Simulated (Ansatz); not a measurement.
# CH₆AlFOSi: how energies converge with the basis set

Aim: see how fast density functionals converge with the basis set for CH₆AlFOSi.

Method: one geometry, several basis sets; program: Ansatz 0.2.0, Gaussian basis.

Levels to be run: PBE0-D4/def2-SVP; ωB97M-V/def2-SVP; PBE0-D4/def2-QZVPP; ωB97M-V/def2-QZVPP; the functionals' def2-TZVPP values are taken from earlier runs.

## Step 1: The relaxed structure

An earlier PBE0-D4 in a triple-zeta def2 set relaxation fixed the geometry.

11 atoms, charge 0, spin multiplicity 1.

Atoms are counted from 1 here; the program's logs count them from 0.

Bond lengths: C1–Al2 1.942 Å, C1–H6 1.093 Å, C1–H7 1.095 Å, C1–H8 1.095 Å, Al2–O3 1.699 Å, Al2–Si4 2.473 Å, O3–H9 0.956 Å, Si4–F5 1.618 Å, Si4–H10 1.493 Å, Si4–H11 1.493 Å. Angles: Al2–C1–H6 111.4°, Al2–C1–H7 111.3°, Al2–C1–H8 111.3°, H6–C1–H7 108.0°, H6–C1–H8 108.0°, H7–C1–H8 106.6°, C1–Al2–O3 118.3°, C1–Al2–Si4 125.2°, O3–Al2–Si4 116.5°, Al2–O3–H9 122.7°, Al2–Si4–F5 108.7°, Al2–Si4–H10 114.0°, Al2–Si4–H11 114.0°, F5–Si4–H10 106.8°, F5–Si4–H11 106.8°, H10–Si4–H11 106.1°.

## Step 2: PBE0-D4 in def2-SVP

Input file in.yaml:

```yaml
crystal:
  periodic: [false, false, false]
  atoms:
    - {symbol: C, position_ang: [-1.366536, 0.129922, 1.541160]}
    - {symbol: Al, position_ang: [-0.007054, 0.532302, 0.214048]}
    - {symbol: O, position_ang: [0.600970, 2.117450, 0.138645]}
    - {symbol: Si, position_ang: [0.930247, -1.088876, -1.400823]}
    - {symbol: F, position_ang: [2.031603, -0.333995, -2.314898]}
    - {symbol: H, position_ang: [-1.616153, 1.011592, 2.136448]}
    - {symbol: H, position_ang: [-1.033557, -0.657655, 2.224783]}
    - {symbol: H, position_ang: [-2.285997, -0.233022, 1.070656]}
    - {symbol: H, position_ang: [1.270850, 2.384128, -0.489705]}
    - {symbol: H, position_ang: [-0.079670, -1.668979, -2.334360]}
    - {symbol: H, position_ang: [1.620596, -2.249666, -0.765254]}
basis:
  gaussian: {orbitals: def2-SVP}
hamiltonian: {xc: pbe0, dispersion: d4}
output: {orbitals: {seedname: orbitals}}
```

The runs that follow: ωB97M-V in def2-SVP; PBE0-D4 in def2-QZVPP; ωB97M-V in def2-QZVPP.

Before running them: what should the planned runs give, taken together? Wanted: PBE0-D4: double and triple zeta above quadruple; ωB97M-V: double and triple zeta above quadruple.

The runs gave:

| quantity | value |
| --- | --- |
| PBE0-D4: double and triple zeta above quadruple | 13.43, 0.83 eV |
| ωB97M-V: double and triple zeta above quadruple | 13.59, 0.79 eV |

For PBE0-D4 the step from double to triple zeta gains 12.60 eV and the next only 0.83 eV. Total energies overstate the basis error of differences, where much of it tends to cancel.
